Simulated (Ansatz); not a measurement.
# CH₃Cl₃MoO₂: small, medium and large basis sets

One table from this session's results is given with a row withheld; the runs are named, their logs left out.

The runs use Ansatz 0.2.0, Gaussian basis; one geometry, several basis sets.

Levels to be run: PBE0-D4/def2-SVP; ωB97M-V/def2-SVP; PBE0-D4/def2-QZVPP; ωB97M-V/def2-QZVPP; the functionals' def2-TZVPP values are taken from earlier runs.

### Structure used throughout

The geometry comes from an earlier relaxation with PBE0-D4 in a triple-zeta def2 set; it is a stationary point, not always the lowest conformer. Mo takes the def2 core potential; no spin-orbit term is included.

SMILES `C[O][Mo](=[O])([Cl])([Cl])[Cl]`, 10 atoms, charge 0, spin multiplicity 1.

Atoms are counted from 1 here; the program's logs count them from 0.

Bond lengths: C1–O2 1.396 Å, C1–H8 1.096 Å, C1–H9 1.096 Å, C1–H10 1.091 Å, O2–Mo3 1.834 Å, Mo3–O4 1.644 Å, Mo3–Cl5 2.290 Å, Mo3–Cl6 2.299 Å, Mo3–Cl7 2.299 Å. Angles: O2–C1–H8 109.3°, O2–C1–H9 109.3°, O2–C1–H10 108.8°, H8–C1–H9 109.2°, H8–C1–H10 110.1°, H9–C1–H10 110.1°, C1–O2–Mo3 136.1°, O2–Mo3–O4 101.4°, O2–Mo3–Cl5 157.8°, O2–Mo3–Cl6 86.2°, O2–Mo3–Cl7 86.2°, O4–Mo3–Cl5 100.9°, O4–Mo3–Cl6 110.6°, O4–Mo3–Cl7 110.6°, Cl5–Mo3–Cl6 86.0°, Cl5–Mo3–Cl7 86.0°, Cl6–Mo3–Cl7 138.7°.

The first run:

in.yaml reads:

```yaml
crystal:
  periodic: [false, false, false]
  atoms:
    - {symbol: C, position_ang: [0.532196, -1.590483, 0.370886]}
    - {symbol: O, position_ang: [-0.415883, -0.722812, -0.174033]}
    - {symbol: Mo, position_ang: [-0.583851, 1.092656, -0.374962]}
    - {symbol: O, position_ang: [-2.037143, 1.201045, -1.135316]}
    - {symbol: Cl, position_ang: [-0.012960, 3.304348, -0.217939]}
    - {symbol: Cl, position_ang: [-0.855230, 1.167374, 1.906959]}
    - {symbol: Cl, position_ang: [1.121818, 0.927993, -1.907909]}
    - {symbol: H, position_ang: [1.486426, -1.458908, -0.152689]}
    - {symbol: H, position_ang: [0.669164, -1.356771, 1.433213]}
    - {symbol: H, position_ang: [0.178663, -2.615542, 0.254690]}
basis:
  gaussian: {orbitals: def2-SVP}
hamiltonian: {xc: pbe0, dispersion: d4}
output: {orbitals: {seedname: orbitals}}
```

The run is started by

```
$ ansatz run in.yaml --threads 2 --pin off --events-out ev --progress --plain --max-ram 31744MiB --backend cpu
```

Among the steps run: PBE0-D4 in def2-SVP; ωB97M-V in def2-SVP; PBE0-D4 in def2-QZVPP; ωB97M-V in def2-QZVPP.

One table of the session follows, with a row left open; its other results are not shown here.

It belongs to the step «Density functionals: the series». 

```
functional       basis  HOMO (eV)  LUMO (eV)
   PBE0-D4    def2-SVP      -8.58      -4.60
   PBE0-D4  def2-TZVPP      -8.61      -4.57
   PBE0-D4  def2-QZVPP      -8.62      -4.55
   ωB97M-V    def2-SVP     -10.73      -2.59
   ωB97M-V  def2-TZVPP     -10.81      -2.59
   ωB97M-V  def2-QZVPP          ?          ?
```

Estimate the missing values for ωB97M-V, def2-QZVPP.

The run gave: HOMO (eV): -10.83; LUMO (eV): -2.59. In the column «HOMO (eV)» it is the lowest.
